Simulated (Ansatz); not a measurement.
# Cl2FH3W: the cost of one run

Program: Ansatz 0.2.0. Level of theory: RKS PBE-D4/def2-SVP. These are calculated values, not measurements.

## Step 1: The starting structure

Bond lengths: W1–Cl2 2.390 Å, W1–Cl3 2.390 Å, W1–H4 1.720 Å, W1–F5 1.850 Å, W1–H6 1.720 Å, W1–H7 1.720 Å. Angles (14 of 15 angles, heavy atoms first): Cl2–W1–Cl3 90.0°, Cl2–W1–F5 90.0°, Cl3–W1–F5 180.0°, Cl2–W1–H4 90.0°, Cl2–W1–H6 90.0°, Cl2–W1–H7 180.0°, Cl3–W1–H4 90.0°, Cl3–W1–H6 90.0°, Cl3–W1–H7 90.0°, H4–W1–F5 90.0°, F5–W1–H6 90.0°, F5–W1–H7 90.0°, H4–W1–H6 180.0°, H4–W1–H7 90.0°.

Structure file:

```xyz
7

W     0.0000    0.0000    0.0000
Cl    0.0000    0.0000    2.3900
Cl    2.3900    0.0000    0.0000
H     0.0000    1.7200    0.0000
F    -1.8500    0.0000    0.0000
H     0.0000   -1.7200    0.0000
H     0.0000    0.0000   -1.7200
```

## Step 2: Relaxing the start

File input.yaml:

```yaml
crystal:
  periodic: [false, false, false]
  atoms:
    - { symbol: W, position_ang: [0.0, 0.0, 0.0] }
    - { symbol: Cl, position_ang: [0.0, 0.0, 2.39] }
    - { symbol: Cl, position_ang: [2.39, 0.0, 0.0] }
    - { symbol: H, position_ang: [0.0, 1.72, 0.0] }
    - { symbol: F, position_ang: [-1.85, 0.0, 0.0] }
    - { symbol: H, position_ang: [0.0, -1.72, 0.0] }
    - { symbol: H, position_ang: [0.0, 0.0, -1.72] }
basis:
  gaussian: { orbitals: def2-SVP }
hamiltonian:
  xc: pbe
  dispersion: d4
relax:
  f_tol: 0.02
  max_steps: 40
```

Run with:

```
$ ansatz run input.yaml --threads 2 --pin off --max-ram 3072MiB --backend cpu --events-out ev --progress --plain --runs-dir out
```

What time and memory should one allow on 2 threads of Arm Neoverse V1, shared host?

About 27 s, with a peak of 0.2 GiB.
